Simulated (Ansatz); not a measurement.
**Ti5W: what a guessed cell relaxes into**

The task: take a trial cell of Ti5W to zero force and stress.

Program: Ansatz 0.2.0. Level of theory: DFT PBE, scalar-relativistic, plane waves, PAW. These are calculated values, not measurements.

### 1 The starting structure

Symmetry: Cmmm, No. 65, orthorhombic system. Conventional cell: a = 3.092 Å, b = 4.372 Å, c = 13.117 Å, α = 90.00°, β = 90.00°, γ = 90.00°. Around Ti (site symmetry mm2) lie 8 Ti at 2.68 Å. Ti (site symmetry mm2) has 6 Ti at 2.68 Å and 2 W at 2.68 Å in its first shell of neighbours. Ti (site symmetry mmm) is surrounded by 8 Ti at 2.68 Å. W (site symmetry mmm) is surrounded by 4 W at 2.68 Å and 4 Ti at 2.68 Å.

Coordinates:

```cif
data_structure
_symmetry_space_group_name_H-M 'Cmmm'
_symmetry_Int_Tables_number 65
_cell_length_a 3.0917
_cell_length_b 4.3723
_cell_length_c 13.1169
_cell_angle_alpha 90.000
_cell_angle_beta 90.000
_cell_angle_gamma 90.000
_cell_volume 177.31
loop_
_atom_site_label
_atom_site_type_symbol
_atom_site_symmetry_multiplicity
_atom_site_Wyckoff_symbol
_atom_site_fract_x
_atom_site_fract_y
_atom_site_fract_z
_atom_site_occupancy
Ti1 Ti 4 k 0.00000 0.00000 0.83333 1
Ti2 Ti 4 l 0.50000 0.00000 0.66667 1
Ti3 Ti 2 b 0.50000 0.00000 0.00000 1
W1 W 2 d 0.00000 0.00000 0.50000 1
```

The start is an ordering of an alloy on its end members' structure types: elements ordered on the sites of the W type, Ti/W on W (Cmmm, No. 65).

### 2 The guess as it stands, on a coarse mesh

input.yaml reads:

```yaml
crystal:
  lattice:
    - [1.5458416, -2.18615015, 0.0]
    - [1.5458416, 2.18615015, 0.0]
    - [0.0, 0.0, 13.11690091]
  atoms:
    - { symbol: Ti, position: [0.0, 0.0, 0.83333333] }
    - { symbol: Ti, position: [0.5, 0.5, 0.66666667] }
    - { symbol: Ti, position: [0.5, 0.5, 0.33333333] }
    - { symbol: Ti, position: [0.0, 0.0, 0.16666667] }
    - { symbol: Ti, position: [0.5, 0.5, 0.0] }
    - { symbol: W, position: [0.0, 0.0, 0.5] }
basis:
  ecutwfc: 420
kpoints:
  mp_grid: { grid: [6, 6, 2] }
hamiltonian:
  xc: pbe
scf:
  occupations: { method: gaussian, width: 0.1 }
  lower_state_search: "off"
output:
  forces: true
  stress: true
  eigenvalues: true
```

Started as:

```sh
ansatz run input.yaml --threads 1 --pin off --max-ram 2560MiB --backend cpu --events-out ev --progress --plain --runs-dir out
```

The program printed, cut to the lines that bear on the results:

```text
Warning: RAYON_NUM_THREADS=1 ignored (pool sized by the plan → 1); use --threads N
[...]
Pseudopotentials: kind: paw
Pseudopotential: Ti, paw, valence charge 12, recommended cutoff 420 eV (normal), Ti.paw.azcp
Pseudopotential: W, paw, valence charge 14, recommended cutoff 420 eV (normal), W.paw.azcp
Functional definition: PBE
[...]
Crystal: 6 atoms, lattice volume = 88.656 Å³
Basis set: ecut = 420 eV, 1769 PW (Γ), exchange–correlation on 36×36×180 points (8 copies of the dense FFT grid, shifted against one another)
Bands: 45, of which v1, the nominal top of the filled ones, is band 37 counted from 1 (36 counted from 0)
Symmetry: 8 space group operations
Space group: Cmmm (ITA 65), of the structure as read, at distance tolerance 4.5e-5 Å
[...]
SCF converged after 9 iterations
Free energy (F): -22881.885496 eV
[...]
E sigma→0 (E₀):  -22881.858668 eV
Entropy (-TS):   -0.053656 eV (-8.943 meV/atom)
Fermi energy:    17.166319 eV
[...]
--- Forces (eV/Å), atoms counted from 1 ---
  atom   1  Ti    -0.00000000     0.00000000     0.15344688
  atom   2  Ti    -0.00000000     0.00000000    -0.04500865
  atom   3  Ti     0.00000000     0.00000000     0.04500865
  atom   4  Ti     0.00000000     0.00000000    -0.15344688
  atom   5  Ti     0.00000000     0.00000000    -0.00000000
  atom   6  W      0.00000000     0.00000000     0.00000000
[...]
--- Stress (GPa, compression-positive) ---
       20.950076       0.000000       0.000000
        0.000000      21.036875      -0.000000
        0.000000      -0.000000      21.652402
  P = ⅓ Tr σ = 21.2131 GPa (212.131 kbar)
--- Band table (eV; the first three rows and the last of 26) ---
[...]
```

Wall time 16 s (1 thread of Intel Xeon at 2.50GHz (Skylake/Cascade Lake), shared host); peak memory 0.41 GiB.

Read-out: pressure 21.2 GPa, largest force 0.15 eV/Å, gap on this mesh none (metal). A guess like this is first relaxed loosely on the coarse mesh.

### 3 A loose first relaxation

Edit input.yaml of step 2 so:

```diff
@@ -25 +25,6 @@
   eigenvalues: true
+relax:
+  adjacent_minimum: "off"
+  f_tol: 0.04
+  max_steps: 70
+  cell: { stress_tol: 0.4 }
```

Started as:

```sh
ansatz run input.yaml --threads 1 --pin off --max-ram 2560MiB --backend cpu --events-out ev --progress --plain --runs-dir out
```

The program printed:

```text
Warning: RAYON_NUM_THREADS=1 ignored (pool sized by the plan → 1); use --threads N
Engine: ansatz 0.2.0, x86_64-unknown-linux-gnu
[... 4 set-up lines as earlier in the session ...]
  parameter kappa = 0.804
  parameter beta = 0.06672455060314922
  exchange = pbe_x(kappa = kappa, mu = beta*pi^2/3)
  correlation = pbe_c(beta = beta)
Crystal: 6 atoms, lattice volume = 88.656 Å³
Basis set: ecut = 420 eV, 1769 PW (Γ), exchange–correlation on 36×36×180 points (8 copies of the dense FFT grid, shifted against one another)
Bands: 45, of which v1, the nominal top of the filled ones, is band 37 counted from 1 (36 counted from 0)
[... 2 set-up lines as earlier in the session ...]
k-points: 26 of 72
Non-local potential: Ti, projectors of the file, l = 0: 3, l = 1: 2, l = 2: 3, l = 3: 1
Non-local potential: W, projectors of the file, l = 0: 3, l = 1: 2, l = 2: 2, l = 3: 1
PAW form: soft (Blöchl's): semilocal exchange-correlation on the pseudo side does not see the compensation charge
PAW one-centre angular grid: Ti, 590 points (default); XC on 64 Gauss nodes
PAW one-centre angular grid: W, 590 points (default); XC on 64 Gauss nodes
Initial density: superposition of atomic densities (neutral atoms: chi_scale 0, normalization atom), corrected by the library's trained network
Initial wavefunctions: pseudopotential atomic-orbital guess
Functional: x = pbe(κ = 0.804, μ = 0.2195149727645171), c = pbe(β = 0.06672455060314922)
SCF iter   1: F=—  HF=-22882.045792 eV  |F-HF|=—  |Δ(HF+E_count)|=         —  Δρ=2.77e-2  dr2=1.15e1  ethr=1.77e-3  ⟨swp⟩=5.5  Hψ=4337  notcnv=0
preconditioner: auto → Kerker (q_TF=auto, 2.647 Å⁻¹)  [metal: Δε(μ)=0.034 eV  Ē_g=3.156 eV  σ=0.100 eV  W_gap=0.19  n_scr=22 (ndim 8)  ℏωp=20.1 eV  f_vac=0.000  D(μ)=8.60/eV (n_scr^D=112)]
SCF iter   2: F=—  HF=-22881.915395 eV  |F-HF|=—  |Δ(HF+E_count)|=   1.30e-1  Δρ=1.18e-2  dr2=2.23e0  ethr=1.77e-3  ⟨swp⟩=1.3  Hψ=1396  notcnv=0  defer=7
SCF iter   3: F=—  HF=-22881.886144 eV  |F-HF|=—  |Δ(HF+E_count)|=   2.93e-2  Δρ=2.32e-3  dr2=2.16e-2  ethr=1.77e-3  ⟨swp⟩=1.3  Hψ=1213  notcnv=0  defer=7
SCF iter   4: F=—  HF=-22881.885810 eV  |F-HF|=—  |Δ(HF+E_count)|=   3.34e-4  Δρ=9.80e-4  dr2=1.06e-2  ethr=2.92e-5  ⟨swp⟩=1.1  Hψ=1155  notcnv=0  defer=16
SCF iter   5: F=—  HF=-22881.885679 eV  |F-HF|=—  |Δ(HF+E_count)|=   1.31e-4  Δρ=3.96e-4  dr2=2.00e-3  ethr=1.44e-5  ⟨swp⟩=1.0  Hψ=1144  notcnv=0  defer=16
SCF iter   6: F=—  HF=-22881.885654 eV  |F-HF|=—  |Δ(HF+E_count)|=   2.47e-5  Δρ=1.12e-4  dr2=1.22e-4  ethr=2.71e-6  ⟨swp⟩=1.0  Hψ=1144  notcnv=0  defer=16
SCF iter   7: F=—  HF=-22881.885653 eV  |F-HF|=—  |Δ(HF+E_count)|=   1.59e-6  Δρ=1.22e-5  dr2=9.69e-7  ethr=1.65e-7  ⟨swp⟩=1.0  Hψ=1145  notcnv=0  defer=16
SCF iter   8: F=—  HF=-22881.885496 eV  |F-HF|=—  |Δ(HF+E_count)|=   1.57e-4  Δρ=2.19e-6  dr2=3.31e-9  ethr=1.35e-10  ⟨swp⟩=10.7  Hψ=4484  notcnv=0
SCF iter   9: F=-22881.885496 eV  HF=-22881.885496 eV  |F-HF|=7.28e-11  |Δ(HF+E_count)|=  7.28e-12  Δρ=4.15e-7  dr2=1.54e-10  ethr=4.48e-12  ⟨swp⟩=1.5  Hψ=2844  notcnv=0
SCF 1 converged in 9 iterations: F = -22881.885496 eV  dr2 = 1.54e-10
relax step   1: F+E_penalty+E_count = -22881.88549589 eV  Δ(F+E_penalty+E_count) = +0.000e0 eV  max|allowed force component| = 1.534e-1 eV/Å  Δτ_max = 0.0000 Å  P = +21.213 GPa  Ω = 88.656 Å³  (9 SCF iters, dr2 threshold 1.00e-7 eV, accepted)
Crystal: 6 atoms, lattice volume = 101.915 Å³
Basis set: ecut = 420 eV, 1991 PW (Γ), exchange–correlation on 36×36×180 points (8 copies of the dense FFT grid, shifted against one another)
Initial density: handed on by an earlier stage of this run
Initial wavefunctions: those handed on with the density
SCF iter   1: F=—  HF=-22885.895574 eV  |F-HF|=—  |Δ(HF+E_count)|=         —  Δρ=9.69e-2  dr2=1.99e2  ethr=3.10e-3  ⟨swp⟩=11.0  Hψ=5309  notcnv=0
preconditioner: auto → Kerker (q_TF=auto, 2.587 Å⁻¹)  [metal: Δε(μ)=0.030 eV  Ē_g=3.139 eV  σ=0.100 eV  W_gap=0.17  n_scr=30 (ndim 8)  ℏωp=18.8 eV  f_vac=0.000  D(μ)=7.44/eV (n_scr^D=88)]
SCF iter   2: F=—  HF=-22883.423655 eV  |F-HF|=—  |Δ(HF+E_count)|=    2.47e0  Δρ=3.81e-2  dr2=3.95e1  ethr=3.10e-3  ⟨swp⟩=3.2  Hψ=1666  notcnv=0  defer=34
SCF iter   3: F=—  HF=-22882.683115 eV  |F-HF|=—  |Δ(HF+E_count)|=   7.41e-1  Δρ=1.95e-2  dr2=1.88e0  ethr=3.10e-3  ⟨swp⟩=4.3  Hψ=2548  notcnv=0  defer=31
SCF iter   4: F=—  HF=-22882.628286 eV  |F-HF|=—  |Δ(HF+E_count)|=   5.48e-2  Δρ=7.34e-3  dr2=9.76e-1  ethr=2.54e-3  ⟨swp⟩=3.2  Hψ=1545  notcnv=0  defer=26
SCF iter   5: F=—  HF=-22882.614200 eV  |F-HF|=—  |Δ(HF+E_count)|=   1.41e-2  Δρ=2.50e-3  dr2=1.35e-1  ethr=1.32e-3  ⟨swp⟩=1.0  Hψ=1144  notcnv=0  defer=26
SCF iter   6: F=—  HF=-22882.612157 eV  |F-HF|=—  |Δ(HF+E_count)|=   2.04e-3  Δρ=4.81e-4  dr2=3.14e-3  ethr=1.82e-4  ⟨swp⟩=1.0  Hψ=1144  notcnv=0  defer=26
SCF iter   7: F=—  HF=-22882.612105 eV  |F-HF|=—  |Δ(HF+E_count)|=   5.25e-5  Δρ=1.17e-4  dr2=2.09e-4  ethr=4.24e-6  ⟨swp⟩=1.2  Hψ=1159  notcnv=0  defer=25
SCF iter   8: F=—  HF=-22882.612605 eV  |F-HF|=—  |Δ(HF+E_count)|=   5.00e-4  Δρ=2.22e-5  dr2=7.16e-7  ethr=2.83e-7  ⟨swp⟩=1.2  Hψ=1192  notcnv=0  defer=24
SCF iter   9: F=—  HF=-22882.612605 eV  |F-HF|=—  |Δ(HF+E_count)|=   2.48e-7  Δρ=6.23e-6  dr2=6.39e-7  ethr=8.11e-10  ⟨swp⟩=12.7  Hψ=5985  notcnv=0
SCF iter  10: F=-22882.612605 eV  HF=-22882.612605 eV  |F-HF|=1.75e-9  |Δ(HF+E_count)|=   1.17e-8  Δρ=1.04e-6  dr2=2.36e-9  ethr=8.11e-10  ⟨swp⟩=3.0  Hψ=2970  notcnv=0
SCF 2 converged in 10 iterations: F = -22882.612605 eV  dr2 = 2.36e-9
relax step   2: F+E_penalty+E_count = -22882.61260501 eV  Δ(F+E_penalty+E_count) = -7.271e-1 eV  max|allowed force component| = 4.805e-1 eV/Å  Δτ_max = 0.0139 Å  P = -1.458 GPa  Ω = 101.915 Å³  energy of the carried Pulay correction = -2.823e-3 eV  (10 SCF iters, dr2 threshold 6.00e-7 eV, accepted)
Crystal: 6 atoms, lattice volume = 101.302 Å³
Basis set: ecut = 420 eV, 1983 PW (Γ), exchange–correlation on 36×36×180 points (8 copies of the dense FFT grid, shifted against one another)
iter 1 solved again at ethr=3.00e-3 eV; its pass at ethr=3.10e-3 eV (dr2=2.22e0 eV) is discarded
SCF iter   1: F=—  HF=-22882.677538 eV  |F-HF|=—  |Δ(HF+E_count)|=         —  Δρ=1.13e-2  dr2=2.30e0  ethr=3.00e-3  ⟨swp⟩=1.0  Hψ=5770  notcnv=0
preconditioner: auto → Kerker (q_TF=auto, 2.589 Å⁻¹)  [metal: Δε(μ)=0.016 eV  Ē_g=2.854 eV  σ=0.100 eV  W_gap=0.09  n_scr=30 (ndim 8)  ℏωp=18.8 eV  f_vac=0.000  D(μ)=14.07/eV (n_scr^D=224)]
SCF iter   2: F=—  HF=-22882.653532 eV  |F-HF|=—  |Δ(HF+E_count)|=   2.40e-2  Δρ=4.54e-3  dr2=3.74e-1  ethr=3.00e-3  ⟨swp⟩=1.0  Hψ=1170  notcnv=0
SCF iter   3: F=—  HF=-22882.647727 eV  |F-HF|=—  |Δ(HF+E_count)|=   5.80e-3  Δρ=9.12e-4  dr2=6.07e-3  ethr=5.05e-4  ⟨swp⟩=1.0  Hψ=1170  notcnv=0
SCF iter   4: F=—  HF=-22882.647534 eV  |F-HF|=—  |Δ(HF+E_count)|=   1.93e-4  Δρ=2.08e-4  dr2=5.20e-5  ethr=8.21e-6  ⟨swp⟩=1.1  Hψ=1172  notcnv=0
SCF iter   5: F=—  HF=-22882.647887 eV  |F-HF|=—  |Δ(HF+E_count)|=   3.53e-4  Δρ=4.44e-5  dr2=2.55e-6  ethr=7.02e-8  ⟨swp⟩=2.0  Hψ=1462  notcnv=0
SCF iter   6: F=-22882.647886 eV  HF=-22882.647887 eV  |F-HF|=2.86e-7  |Δ(HF+E_count)|=   1.05e-7  Δρ=1.13e-5  dr2=3.11e-7  ethr=8.11e-10  ⟨swp⟩=9.3  Hψ=5289  notcnv=0
SCF 3 converged in 6 iterations: F = -22882.647886 eV  dr2 = 3.11e-7
relax step   3: F+E_penalty+E_count = -22882.64788637 eV  Δ(F+E_penalty+E_count) = -3.528e-2 eV  max|allowed force component| = 2.480e-1 eV/Å  Δτ_max = 0.0417 Å  P = -0.236 GPa  Ω = 101.302 Å³  energy of the carried Pulay correction = -2.702e-3 eV  (6 SCF iters, dr2 threshold 6.00e-7 eV, accepted)
[... 10 lines left out ...]
relax step   4: F+E_penalty+E_count = -22882.66132954 eV  Δ(F+E_penalty+E_count) = -1.344e-2 eV  max|allowed force component| = 8.372e-2 eV/Å  Δτ_max = 0.0407 Å  P = +0.248 GPa  Ω = 101.274 Å³  energy of the carried Pulay correction = -2.696e-3 eV  (6 SCF iters, dr2 threshold 6.00e-7 eV, accepted)
[... 11 lines left out ...]
relax step   5: F+E_penalty+E_count = -22882.66404694 eV  Δ(F+E_penalty+E_count) = -2.717e-3 eV  max|allowed force component| = 2.268e-2 eV/Å  Δτ_max = 0.0206 Å  P = +0.117 GPa  Ω = 101.557 Å³  energy of the carried Pulay correction = -2.752e-3 eV  (6 SCF iters, dr2 threshold 5.36e-7 eV, accepted)
[... 10 lines left out ...]
relax step   6: F+E_penalty+E_count = -22882.66510166 eV  Δ(F+E_penalty+E_count) = -1.055e-3 eV  max|allowed force component| = 9.682e-3 eV/Å  Δτ_max = 0.0087 Å  P = -0.007 GPa  Ω = 101.730 Å³  energy of the carried Pulay correction = -2.787e-3 eV  (6 SCF iters, dr2 threshold 5.77e-7 eV, accepted)
Basis set: ecut = 420 eV, 1991 PW (Γ), exchange–correlation on 40×40×192 points (8 copies of the dense FFT grid, shifted against one another)
Initial wavefunctions: pseudopotential atomic-orbital guess (no wavefunctions were taken with the density)
iter 1 solved again at ethr=1.91e-6 eV; its pass at ethr=3.10e-3 eV (dr2=1.42e-3 eV) is discarded
SCF iter   1: F=—  HF=-22882.668329 eV  |F-HF|=—  |Δ(HF+E_count)|=         —  Δρ=5.24e-4  dr2=8.97e-6  ethr=1.91e-6  ⟨swp⟩=2.8  Hψ=6831  notcnv=0
eigensolver tolerance schedule: the retry pair's looser diagonalisation over-reported the residual by 156.89 of it (diagonalisation noise at 0.11 of the residual, at the tolerance the schedule requests for it); recorded, not acted on — ethr = c·dr2/N_el stays at c = 1.0e-1
preconditioner: auto → Kerker (q_TF=auto, 2.587 Å⁻¹)  [metal: Δε(μ)=0.015 eV  Ē_g=2.839 eV  σ=0.100 eV  W_gap=0.08  n_scr=30 (ndim 8)  ℏωp=18.8 eV  f_vac=0.000  D(μ)=14.25/eV (n_scr^D=230)]
SCF iter   2: F=—  HF=-22882.668677 eV  |F-HF|=—  |Δ(HF+E_count)|=   3.48e-4  Δρ=2.68e-4  dr2=2.87e-6  ethr=1.21e-8  ⟨swp⟩=2.4  Hψ=1825  notcnv=0
SCF iter   3: F=—  HF=-22882.668823 eV  |F-HF|=—  |Δ(HF+E_count)|=   1.45e-4  Δρ=1.38e-5  dr2=5.73e-8  ethr=3.88e-9  ⟨swp⟩=2.0  Hψ=2011  notcnv=0
iter 4 did not close the SCF: its close was put off for the readings that it lacked (scf_convergence_deferred on its scf_iter line)
SCF iter   4: F=-22882.668823 eV  HF=-22882.668823 eV  |F-HF|=3.64e-12  |Δ(HF+E_count)|=   2.96e-7  Δρ=1.72e-6  dr2=2.31e-9  ethr=7.75e-11  ⟨swp⟩=2.2  Hψ=1593  notcnv=0
iter 5 did not close the SCF: its close was put off for the readings that it lacked (scf_convergence_deferred on its scf_iter line)
SCF iter   5: F=-22882.668823 eV  HF=-22882.668823 eV  |F-HF|=1.89e-10  |Δ(HF+E_count)|=  7.02e-10  Δρ=6.15e-7  dr2=3.94e-10  ethr=3.12e-12  ⟨swp⟩=2.0  Hψ=1490  notcnv=0
SCF iter   6: F=-22882.668823 eV  HF=-22882.668823 eV  |F-HF|=2.18e-11  |Δ(HF+E_count)|=  2.91e-11  Δρ=1.10e-7  dr2=2.41e-11  ethr=1.00e-12  ⟨swp⟩=4.0  Hψ=3789  notcnv=0
SCF 7 converged in 6 iterations: F = -22882.668823 eV  dr2 = 2.41e-11
relax step   7: F+E_penalty+E_count = -22882.66882297 eV  Δ(F+E_penalty+E_count) = -3.721e-3 eV  max|allowed force component| = 9.388e-3 eV/Å  Δτ_max = 0.0000 Å  P = +0.071 GPa  Ω = 101.730 Å³  stress off target by 3.81e-1 GPa  SCF on the basis re-selected at this cell (its energy is not comparable with the rows above)  (6 SCF iters)
basis re-selected at this cell: Δ(F+E_penalty+E_count) = -3.721e-3 eV, ΔP = +0.078 GPa vs the last step (what re-selecting the basis moved, of the pressure what is left beyond the Pulay correction that the steps carried, after the strain that the cell walked since its last selection, with what the two solves' SCF thresholds leave and, on support functions, any second-order correction that the steps lacked; it is no measure of the basis error at this ecutwfc). The dense FFT grid was sized anew with the basis: this SCF ran on 20×20×96 points, the steps before it on 18×18×90, so part of this shift can come from that change (see relax.cell in the input reference). This SCF's stress stands 3.81e-1 GPa from its target on what of the cell is left free (relax.cell.stress_tol is 4.00e-1 GPa) and its largest allowed force component is 9.39e-3 eV/Å (relax.f_tol is 4.00e-2 eV/Å): within both
SCF converged after 6 iterations
Free energy (F): -22882.668823 eV
Harris-Foulkes:  -22882.668823 eV  (|F-HF|=2.18e-11)
Internal energy: -22882.597576 eV  (E = F + TS)
E sigma→0 (E₀):  -22882.633200 eV
Entropy (-TS):   -0.071246 eV (-11.874 meV/atom)
Fermi energy:    14.637988 eV
--- Per-component energies (eV) ---
  E_band       = -875.822600
  E_kinetic    = 1813.639212
  E_local      = -4858.703030  (includes V_loc(G=0)·N_el)
  E_nonlocal   = 42.646616
  E_hartree    = 1977.865014
  E_xc         = -754.214288
  E_vxc        = -848.496047  (∫ρ·V_xc dr)
  E_paw        = -13801.256227  (= ΣΔE_a)
  E_vpaw       = -980.639969  (= ΣTr[D̂ρ^β])
  E_aug_tail   = 0.000560  (compensation charges beyond the density's cutoff)
  E_ewald      = -7302.575434
  E_smearing   = -0.071246  (= −TS)
  E_closure    = 0.000000  (closes the sum)
  Σ components = -22882.668823   (vs F -22882.668823, Δ=0.00e0)
--- Forces (eV/Å), atoms counted from 1 ---
  atom   1  Ti    -0.00000000    -0.00000000     0.00321281
  atom   2  Ti    -0.00000000    -0.00000000     0.00938768
  atom   3  Ti     0.00000000     0.00000000    -0.00938768
  atom   4  Ti     0.00000000     0.00000000    -0.00321281
  atom   5  Ti     0.00000000     0.00000000     0.00000000
  atom   6  W      0.00000000     0.00000000     0.00000000
  max |Σ_I F_I| component: 8.67e-19 eV/Å
--- Stress (GPa, compression-positive) ---
        0.029807       0.000000       0.000000
        0.000000       0.380619      -0.000000
        0.000000      -0.000000      -0.198118
  P = ⅓ Tr σ = 0.0708 GPa (0.708 kbar)
--- Band table (eV; the first three rows and the last of 26) ---
  k-point 0: bands = ["-58.6531", "-41.8453", "-41.8246", "-41.7801", "-41.7704", "-41.7197", "-22.9563", "-22.5964", "-22.4582", "-18.3419", "-18.2100", "-18.0162", "-17.9281", "-17.8977", "-17.8617", "-17.8016", "-17.7839", "-17.7613", "-17.7186", "-17.7185", "-17.7157", "-17.7142", "-17.7140", "-17.6708", "7.5103", "9.0885", "9.6176", "10.6582", "11.5062", "11.8663", "12.7062", "14.3177", "14.4105", "14.5272", "15.0478", "15.0776", "15.1060", "15.1423", "15.1425", "15.1713", "15.4807", "15.5278", "15.9680", "16.1037", "16.4468"]
  k-point 1: bands = ["-58.6531", "-41.8454", "-41.8243", "-41.7809", "-41.7696", "-41.7198", "-22.9563", "-22.5964", "-22.4582", "-18.3467", "-18.1920", "-18.0498", "-17.9020", "-17.8985", "-17.8593", "-17.8071", "-17.7795", "-17.7670", "-17.7186", "-17.7186", "-17.7161", "-17.7142", "-17.7140", "-17.6708", "7.5218", "8.9242", "9.9588", "10.5461", "11.2349", "12.0327", "12.7063", "14.2829", "14.5880", "14.6757", "14.7813", "14.9118", "15.1646", "15.1939", "15.2905", "15.3312", "15.4206", "15.5233", "15.7544", "15.9032", "17.0503"]
  k-point 2: bands = ["-58.6402", "-41.8203", "-41.8032", "-41.7620", "-41.7547", "-41.7076", "-22.9308", "-22.7486", "-22.5167", "-18.2971", "-18.1962", "-18.0622", "-17.9903", "-17.9495", "-17.9197", "-17.8861", "-17.8781", "-17.8075", "-17.7722", "-17.7649", "-17.7628", "-17.7488", "-17.7388", "-17.7004", "8.3294", "9.7685", "10.2050", "11.2923", "12.0164", "12.3926", "12.8441", "13.9989", "14.1328", "14.3434", "14.5751", "14.7317", "14.8083", "14.8153", "15.0289", "15.0656", "15.2432", "15.3586", "16.0139", "16.6584", "16.7808"]
  k-point 25: bands = ["-58.5620", "-41.7035", "-41.6909", "-41.6547", "-41.6499", "-41.6075", "-23.3654", "-22.9793", "-22.7835", "-18.4088", "-18.3738", "-18.3291", "-18.2915", "-18.2228", "-18.1708", "-18.1346", "-18.1224", "-18.0645", "-18.0352", "-18.0276", "-17.9566", "-17.9299", "-17.8437", "-17.7479", "10.4174", "11.2732", "11.8491", "12.3403", "12.6054", "12.6097", "12.9136", "12.9831", "13.3336", "13.4040", "13.5454", "14.4658", "15.2630", "15.2747", "15.7376", "15.8088", "16.3772", "16.4964", "17.0659", "17.2915", "17.9543"]
--- Relaxed structure (6 steps of the walk, 6 accepted, 1 SCFs on fresh bases) ---
  F+E_penalty+E_count = -22882.66882297 eV   max|allowed force component| = 9.388e-3 eV/Å   (the final SCF, on the basis selected at the relaxed cell)
  cell:  # Å, volume = 101.7299 Å³
    - [1.6215463754690698, -2.2796578441693356, -2.3078679841760073e-34]
    - [1.6215463754690698, 2.2796578441693356, -2.873937390754259e-33]
    - [-1.3738776631093116e-32, -7.929451783055193e-33, 13.760034115084727]
  atoms:
    - { symbol: Ti, position: [-5.956448329687229e-33, -5.95644832968723e-33, 0.8330665751698836] }
    - { symbol: Ti, position: [0.5, 0.5, 0.6581919973555009] }
    - { symbol: Ti, position: [0.5, 0.5, 0.341808002644499] }
    - { symbol: Ti, position: [-6.102115652290312e-33, -6.091103543032932e-33, 0.16693342483011647] }
    - { symbol: Ti, position: [0.5, 0.5, -7.576881141850803e-20] }
    - { symbol: W, position: [2.3371810322885097e-32, 2.3371810322885097e-32, 0.5] }
```

Wall time 2.1 min (1 thread of Intel Xeon at 2.50GHz (Skylake/Cascade Lake), shared host); peak memory 0.46 GiB.

Relaxation path:

| step | E - E(step 1) (eV/cell) | largest force component (eV/Å) | pressure (GPa) | volume (Å³) |
| --- | --- | --- | --- | --- |
| 1 | 0.0000 | 0.1534 | 21.21 | 88.66 |
| 2 | -0.7271 | 0.4805 | -1.46 | 101.92 |
| 3 | -0.7624 | 0.2480 | -0.24 | 101.30 |
| 4 | -0.7758 | 0.0837 | 0.25 | 101.27 |
| 5 | -0.7786 | 0.0227 | 0.12 | 101.56 |
| 6 | -0.7796 | 0.0097 | -0.01 | 101.73 |
| 7 | -0.7833 | 0.0094 | 0.07 | 101.73 |

Step 1 is the start. Step 7 repeats the geometry before it on a plane-wave basis chosen anew for that cell, so its energy need not be comparable with the rows above.

Lengths and angles in the start's conventional setting:

|  | before | after | change |
| --- | --- | --- | --- |
| a (Å) | 3.092 | 3.243 | +4.9 % |
| b (Å) | 4.372 | 4.559 | +4.3 % |
| c (Å) | 13.117 | 13.760 | +4.9 % |
| volume (Å³/atom) | 14.78 | 16.95 | +14.7 % |
| shortest distance (Å) | 2.677 | 2.714 | +1.4 % |
| space group (0.01 Å) | Cmmm | Cmmm | same |

The run keeps the 8 symmetry operations of the start, so it could not have lowered the symmetry.

(Part 1 of 2 ends here.)
